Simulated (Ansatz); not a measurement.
# CH6SiTe: the cost of one run

Program: Ansatz 0.2.0. Level of theory: RKS PBE-D4/def2-SVP. These are calculated values, not measurements.

## (1) The starting structure

Bond lengths: C1–Si2 1.799 Å, Si2–Te3 2.459 Å, C1–H4 1.094 Å, C1–H5 1.125 Å, C1–H6 1.136 Å, Si2–H7 1.482 Å, Si2–H8 1.431 Å, Te3–H9 1.745 Å. Angles: C1–Si2–Te3 108.6°, C1–Si2–H7 109.9°, C1–Si2–H8 110.8°, Te3–Si2–H7 108.8°, Te3–Si2–H8 108.9°, H7–Si2–H8 109.8°, Si2–C1–H4 111.0°, Si2–C1–H5 112.9°, Si2–C1–H6 113.2°, H4–C1–H5 103.7°, H4–C1–H6 108.7°, H5–C1–H6 106.8°, Si2–Te3–H9 92.6°.

Coordinates:

```xyz
9

C    -0.7296    0.6647   -0.5516
Si    0.3910   -0.7215   -0.3051
Te    1.9202   -0.1733    1.5403
H    -1.4021    0.4797   -1.3948
H    -0.1973    1.6135   -0.8375
H    -1.3546    0.9031    0.3663
H     1.1880   -0.9517   -1.5329
H    -0.3343   -1.9083    0.0302
H     0.6071    0.0475    2.6681
```

## (2) Relaxing end A

File input.yaml:

```yaml
crystal:
  periodic: [false, false, false]
  atoms:
    - { symbol: C, position_ang: [-0.7296, 0.6647, -0.5516] }
    - { symbol: Si, position_ang: [0.391, -0.7215, -0.3051] }
    - { symbol: Te, position_ang: [1.9202, -0.1733, 1.5403] }
    - { symbol: H, position_ang: [-1.4021, 0.4797, -1.3948] }
    - { symbol: H, position_ang: [-0.1973, 1.6135, -0.8375] }
    - { symbol: H, position_ang: [-1.3546, 0.9031, 0.3663] }
    - { symbol: H, position_ang: [1.188, -0.9517, -1.5329] }
    - { symbol: H, position_ang: [-0.3343, -1.9083, 0.0302] }
    - { symbol: H, position_ang: [0.6071, 0.0475, 2.6681] }
basis:
  gaussian: { orbitals: def2-SVP }
hamiltonian:
  xc: pbe
  dispersion: d4
relax:
  f_tol: 0.015
  max_steps: 40
output:
  orbitals: {}
```

Started as:

```
$ ansatz run input.yaml --threads 1 --pin off --max-ram 2048MiB --backend cpu --events-out ev --progress --plain --runs-dir out
```

Q: Estimate wall time and peak memory on 1 thread of Intel Xeon Platinum 8559C (Emerald Rapids), shared host.

About 12 s, with a peak of 0.14 GiB.
